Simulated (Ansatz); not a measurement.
**CHBFLi (SMILES [Li][CH]=BF): functionals against CCSD(T) at one geometry**

A test off equilibrium: a structure displaced at random from a GFN2-xTB minimum is computed at several levels, and each is set against CCSD(T).

Computed with Ansatz 0.2.0, Gaussian basis. Level: single points in def2-TZVPP.

Correlated methods freeze the cores. The outer core shell of Li, Na, Mg and K is correlated.

## Step 1: Starting geometry

SMILES `[Li][CH]=BF`, 5 atoms, charge 0, spin multiplicity 1.

Atoms are counted from 1 here; the program's logs count them from 0.

Bond lengths: Li1–C2 1.887 Å, Li1–B3 2.440 Å, C2–B3 1.427 Å, C2–H5 0.989 Å, B3–F4 1.488 Å. Angles: C2–Li1–B3 35.7°, Li1–C2–B3 93.8°, Li1–C2–H5 147.1°, B3–C2–H5 119.0°, Li1–B3–C2 50.5°, Li1–B3–F4 107.5°, C2–B3–F4 157.8°.

Coordinates:

```mol
CHBFLi
  3D, bonds by distance, orders not assigned

  5  5  0  0  0  0  0  0  0  0999 V2000
   -1.0097    0.9867    1.1575 Li  0  0
    0.5437    0.5190    0.1929 C   0  0
   -0.0945   -0.5545   -0.4983 B   0  0
   -1.1657   -1.5284   -0.8417 F   0  0
    1.5081    0.6777    0.0446 H   0  0
  1  2  8  0
  1  3  8  0
  2  3  8  0
  2  5  8  0
  3  4  8  0
M  END
```

## Step 2: CCSD(T)/def2-TZVPP

Contents of run/in.yaml:

```yaml
crystal:
  periodic: [false, false, false]
  atoms:
    - {symbol: Li, position_ang: [-1.009700, 0.986700, 1.157500]}
    - {symbol: C, position_ang: [0.543700, 0.519000, 0.192900]}
    - {symbol: B, position_ang: [-0.094500, -0.554500, -0.498300]}
    - {symbol: F, position_ang: [-1.165700, -1.528400, -0.841700]}
    - {symbol: H, position_ang: [1.508100, 0.677700, 0.044600]}
basis:
  gaussian: {orbitals: def2-TZVPP}
correlation: {method: ccsd_t}
output: {forces: true}
```

No record of the launch command was kept for these runs.

## Step 3: PBE0-D4/def2-TZVPP

Changes to run/in.yaml since step 2:

```diff
@@ -10,3 +10,3 @@
   gaussian: {orbitals: def2-TZVPP}
-correlation: {method: ccsd_t}
-output: {forces: true}
+hamiltonian: {xc: pbe0, dispersion: d4}
+output: {forces: true, orbitals: {seedname: orbitals}}
```

## Step 4: wB97M-V/def2-TZVPP

Changes to run/in.yaml since step 3:

```diff
@@ -10,3 +10,3 @@
   gaussian: {orbitals: def2-TZVPP}
-hamiltonian: {xc: pbe0, dispersion: d4}
-output: {forces: true, orbitals: {seedname: orbitals}}
+hamiltonian: {xc: {name: wB97M-V}}
+output: {forces: true}
```

## Step 5: r2SCAN-D4/def2-TZVPP

Changes to run/in.yaml since step 4:

```diff
@@ -10,3 +10,3 @@
   gaussian: {orbitals: def2-TZVPP}
-hamiltonian: {xc: {name: wB97M-V}}
+hamiltonian: {xc: r2scan, dispersion: d4}
 output: {forces: true}
```

## Step 6: PBE-D4/def2-TZVPP

Changes to run/in.yaml since step 5:

```diff
@@ -10,3 +10,3 @@
   gaussian: {orbitals: def2-TZVPP}
-hamiltonian: {xc: r2scan, dispersion: d4}
+hamiltonian: {xc: pbe, dispersion: d4}
 output: {forces: true}
```

## Step 7: r2SCAN0-D4/def2-TZVPP

Changes to run/in.yaml since step 6:

```diff
@@ -10,3 +10,3 @@
   gaussian: {orbitals: def2-TZVPP}
-hamiltonian: {xc: pbe, dispersion: d4}
+hamiltonian: {xc: {name: r2SCAN0}, dispersion: d4}
 output: {forces: true}
```

## Step 8: CAM-B3LYP-D4/def2-TZVPP

Changes to run/in.yaml since step 7:

```diff
@@ -10,3 +10,3 @@
   gaussian: {orbitals: def2-TZVPP}
-hamiltonian: {xc: {name: r2SCAN0}, dispersion: d4}
+hamiltonian: {xc: {name: CAM-B3LYP}, dispersion: d4}
 output: {forces: true}
```

(Steps that only read results are left out.)

**Question.** What will these runs give? Wanted: energy less free atoms, CCSD(T)/def2-TZVPP; RMS force component; RMS force error; HOMO and LUMO, PBE0-D4; T1 diagnostic.

As calculated:

| quantity | value |
| --- | --- |
| energy less free atoms, CCSD(T)/def2-TZVPP | -1723.1 kJ/mol |
| RMS force component | 2.320 to 2.491 eV/Å over the methods |
| RMS force error | PBE0-D4 0.222, wB97M-V 0.286, r2SCAN-D4 0.139, PBE-D4 0.154, r2SCAN0-D4 0.280, CAM-B3LYP-D4 0.351 eV/Å |
| HOMO and LUMO, PBE0-D4 | -5.50 and -1.25 eV |
| T1 diagnostic | 0.020 |

**Reading.** Against CCSD(T) the functionals' energies less atoms differ by -131.6 to -16.4 kJ/mol, PBE-D4 by -131.6 kJ/mol. A larger basis would deepen the CCSD(T) value, while the functionals are nearly converged already, so the order here is not reliable. For forces r2SCAN-D4 does best and CAM-B3LYP-D4 worst. Frozen-core CCSD(T) forces in triple zeta carry basis errors of their own, and this is one geometry, so small gaps rank nothing.
